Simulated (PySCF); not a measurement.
**CH5FOSn (SMILES C[O][SnH2][F]): levels of theory compared**

Aim: a comparison of 4 runs (BHLYP/def2-SVP, CAM-B3LYP/def2-SVP, PBE0/def2-SVP, CCSD(T)/def2-SVP) of CH5FOSn. The job is set up through a Python script.

The results are computed with PySCF 2.14.0.

**1. Starting point**

CH5FOSn: 9 atoms, total charge 0, spin state singlet. As SMILES, `C[O][SnH2][F]`. The shape is that of a PBE0-D4/def2-TZVP optimisation. This is one conformer, not always the lowest.

Bond lengths: C1–O2 1.409 Å, O2–Sn3 1.945 Å, Sn3–F4 1.923 Å, C1–H5 1.093 Å, C1–H6 1.099 Å, C1–H7 1.096 Å, Sn3–H8 1.701 Å, Sn3–H9 1.692 Å. Some angles: C1–O2–Sn3 120.6°, O2–Sn3–F4 105.1°, O2–C1–H5 108.0°, O2–C1–H6 112.6°, O2–C1–H7 111.9°, O2–Sn3–H8 110.5°, O2–Sn3–H9 106.7°, F4–Sn3–H8 104.5°, F4–Sn3–H9 107.3°, H5–C1–H6 107.7°.

**2. The energy at BHLYP/def2-SVP (core potential) (run 1)**

Contents of input.py:

```python
from pyscf import gto, dft

mol = gto.Mole()
mol.atom = [
    ('C', (0.518500, 1.372900, 0.070100)),
    ('O', (0.868000, 0.081800, -0.373800)),
    ('Sn', (-0.399500, -1.388400, -0.243800)),
    ('F', (-0.697400, -1.629400, 1.640500)),
    ('H', (1.313300, 2.060500, -0.231100)),
    ('H', (-0.420600, 1.731700, -0.373400)),
    ('H', (0.422100, 1.418200, 1.160900)),
    ('H', (-1.916000, -0.924300, -0.859900)),
    ('H', (0.399900, -2.769100, -0.806400)),
]
mol.basis = 'def2-svp'
mol.verbose = 4
mol.ecp = {'Sn': 'def2-svp'}
mol.max_memory = 1860
mol.charge = 0
mol.build()

calc0 = dft.RKS(mol)
calc0.xc = 'bhandhlyp'
calc0.grids.level = 5
calc0.conv_tol = 1e-10
calc0.kernel()
if not calc0.converged:
    calc0 = calc0.newton().run(calc0.mo_coeff, calc0.mo_occ)

e_tot = calc0.e_tot
print(f'total energy: {e_tot:.8f} hartree')
```

Launch:

```
$ OMP_NUM_THREADS=1 python input.py
```

Standard output:

```text
PySCF version 2.14.0

[... 81 lines left out ...]
converged SCF energy = -430.135087439521
total energy: -430.13508744 hartree
```

Run time: 25 s. Hardware: 1 thread of Intel Xeon at 2.70GHz, shared host; peak memory 0.48 GiB.

**3. The energy at CAM-B3LYP/def2-SVP (core potential) (run 2)**

Contents of geometry.xyz:

```xyz
9
CH5FOSn
C      0.518500     1.372900     0.070100
O      0.868000     0.081800    -0.373800
Sn    -0.399500    -1.388400    -0.243800
F     -0.697400    -1.629400     1.640500
H      1.313300     2.060500    -0.231100
H     -0.420600     1.731700    -0.373400
H      0.422100     1.418200     1.160900
H     -1.916000    -0.924300    -0.859900
H      0.399900    -2.769100    -0.806400
```

Contents of run.py:

```python
from pyscf import gto, dft

system = gto.M(
    atom='geometry.xyz',
    spin=0,
    ecp={'Sn': 'def2-svp'},
    max_memory=1860,
    basis='def2-svp',
    verbose=3,
    charge=0,
)

mf = dft.RKS(system, xc='cam-b3lyp')
mf.grids.level = 5
mf.conv_tol = 1e-10
mf.kernel()
if not mf.converged:
    mf = mf.newton().run(mf.mo_coeff, mf.mo_occ)

etot = mf.e_tot
print(f'total energy: {etot:.8f} hartree')
```

Launch:

```
$ OMP_NUM_THREADS=1 python run.py
```

Standard output:

```text
converged SCF energy = -430.220259776145
total energy: -430.22025978 hartree
```

It took 35 s on 1 thread of Intel Xeon at 2.70GHz, shared host; peak memory 0.48 GiB.

Run 3 isn't shown in full; the table further down has it.

**4. A single-point energy at CCSD(T)/def2-SVP (core potential) (run 4)**

Contents of input.py:

```python
# C[O][SnH2][F]
from pyscf import gto, scf, cc

system = gto.Mole()
system.atom = '''
C      0.518500     1.372900     0.070100
O      0.868000     0.081800    -0.373800
Sn    -0.399500    -1.388400    -0.243800
F     -0.697400    -1.629400     1.640500
H      1.313300     2.060500    -0.231100
H     -0.420600     1.731700    -0.373400
H      0.422100     1.418200     1.160900
H     -1.916000    -0.924300    -0.859900
H      0.399900    -2.769100    -0.806400
'''
system.basis = 'def2-svp'
system.max_memory = 1860
system.ecp = {'Sn': 'def2-svp'}
system.spin = 0
system.verbose = 3
system.build()

mf = scf.RHF(system)
mf.conv_tol = 1e-10
mf.kernel()
if not mf.converged:
    mf = mf.newton().run(mf.mo_coeff, mf.mo_occ)

mycc = cc.CCSD(mf, frozen=7)
mycc.kernel()
e_t = mycc.ccsd_t()
etot = mycc.e_tot + e_t
print('E(%s) = %.9f' % ('CCSD(T)', etot))
```

Launch:

```
$ OMP_NUM_THREADS=1 python input.py
```

Standard output:

```text
converged SCF energy = -428.26015783285
E(CCSD) = -428.9271050766556  E_corr = -0.6669472438058394
CCSD(T) correction = -0.0147778768525021
E(CCSD(T)) = -428.941882954
```

Run time: 65 s. Hardware: 1 thread of Intel Xeon at 2.70GHz, shared host; peak memory 0.61 GiB.

**5. Overview of the runs**

```tsv
run	level	integration grid	frozen core orbitals	energy (Eh)	dipole moment (D) of the reference	HOMO energy (eV)	LUMO energy (eV)	wall time
1	BHLYP/def2-SVP (core potential)	5	–	-430.135087	2.51	-9.44	0.72	25 s
2	CAM-B3LYP/def2-SVP (core potential)	5	–	-430.220260	2.35	-9.28	0.87	35 s
3	PBE0/def2-SVP (core potential)	5	–	-430.087731	2.34	-7.87	-0.19	26 s
4	CCSD(T)/def2-SVP (core potential)	–	7	-428.941883	2.73	-12.02	2.92	65 s
```

**6. Summary of results**

| quantity | value |
| --- | --- |
| run 4: total energy | -428.94188 Eh |
| run 4: dipole moment (Hartree–Fock density) | 2.73 D |
| run 4: HOMO energy (Hartree–Fock orbitals) | -12.02 eV |
| run 4: LUMO energy (Hartree–Fock orbitals) | 2.92 eV |
| run 4: HOMO–LUMO gap (Hartree–Fock orbitals) | 14.94 eV |
| run 4: correlation energy (7 core orbitals frozen) | -681.7 mEh |
| run 4: (T) correction | -14.78 mEh |
| run 4: T1 diagnostic | 0.012 |

Over runs 1, 2, 3 the dipole moment (its size) runs from 2.34 D (PBE0/def2-SVP) to 2.51 D (BHLYP/def2-SVP). Over runs 1, 2, 3 the HOMO–LUMO gap runs from 7.68 eV (PBE0/def2-SVP) to 10.16 eV (BHLYP/def2-SVP). Totals of different functionals can't be ranked against each other. All runs together took 2.5 min, the longest 65 s.
